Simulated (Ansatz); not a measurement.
# FH₃OSn: small, medium and large basis sets

Aim: see how fast density functionals converge with the basis set for FH₃OSn.

Method: one geometry, several basis sets; program: Ansatz 0.2.0, Gaussian basis.

Levels to be run: PBE0-D4/def2-SVP; ωB97M-V/def2-SVP; PBE0-D4/def2-QZVPP; ωB97M-V/def2-QZVPP; the functionals' def2-TZVPP values are taken from earlier runs.

1 further run of the same task is left out (for a known fault of the program).

## (1) The relaxed structure

An earlier PBE0-D4 in a triple-zeta def2 set relaxation fixed the geometry. Sn takes the def2 core potential; no spin-orbit term is included.

SMILES `[OH][SnH2][F]`, 6 atoms, charge 0, spin multiplicity 1.

Atoms are counted from 1 here; the program's logs count them from 0.

Bond lengths: O1–Sn2 1.948 Å, O1–H4 0.960 Å, Sn2–F3 1.922 Å, Sn2–H5 1.701 Å, Sn2–H6 1.692 Å. Angles: Sn2–O1–H4 114.0°, O1–Sn2–F3 105.3°, O1–Sn2–H5 111.8°, O1–Sn2–H6 106.0°, F3–Sn2–H5 104.3°, F3–Sn2–H6 107.5°, H5–Sn2–H6 120.8°.

## (2) PBE0-D4 in def2-SVP

in.yaml

```yaml
crystal:
  periodic: [false, false, false]
  atoms:
    - {symbol: O, position_ang: [-1.414368, -0.332996, -0.424974]}
    - {symbol: Sn, position_ang: [0.302304, 0.255856, 0.283655]}
    - {symbol: F, position_ang: [1.409127, -1.315052, 0.302142]}
    - {symbol: H, position_ang: [-1.368562, -0.685698, -1.316739]}
    - {symbol: H, position_ang: [1.096130, 1.317147, -0.782063]}
    - {symbol: H, position_ang: [0.017468, 0.696742, 1.891879]}
basis:
  gaussian: {orbitals: def2-SVP}
hamiltonian: {xc: pbe0, dispersion: d4}
output: {orbitals: {seedname: orbitals}}
```

Launch:

```sh
$ ansatz run in.yaml --threads 2 --pin off --events-out ev --progress --plain --max-ram 32768MiB --backend cpu
```

The runs that follow: ωB97M-V in def2-SVP; PBE0-D4 in def2-QZVPP; ωB97M-V in def2-QZVPP.

Before running them: what should the planned runs give, taken together? Wanted: PBE0-D4: double and triple zeta above quadruple; ωB97M-V: double and triple zeta above quadruple.

As calculated:

| quantity | value |
| --- | --- |
| PBE0-D4: double and triple zeta above quadruple | 7.04, 0.37 eV |
| ωB97M-V: double and triple zeta above quadruple | 7.20, 0.36 eV |

In words: For PBE0-D4 the step from double to triple zeta gains 6.67 eV and the next only 0.37 eV. Total energies overstate the basis error of differences, where much of it tends to cancel. The LUMO of ωB97M-V is positive and keeps falling with the basis (1.73 to 0.68 eV): an unbound level that the basis holds in place.
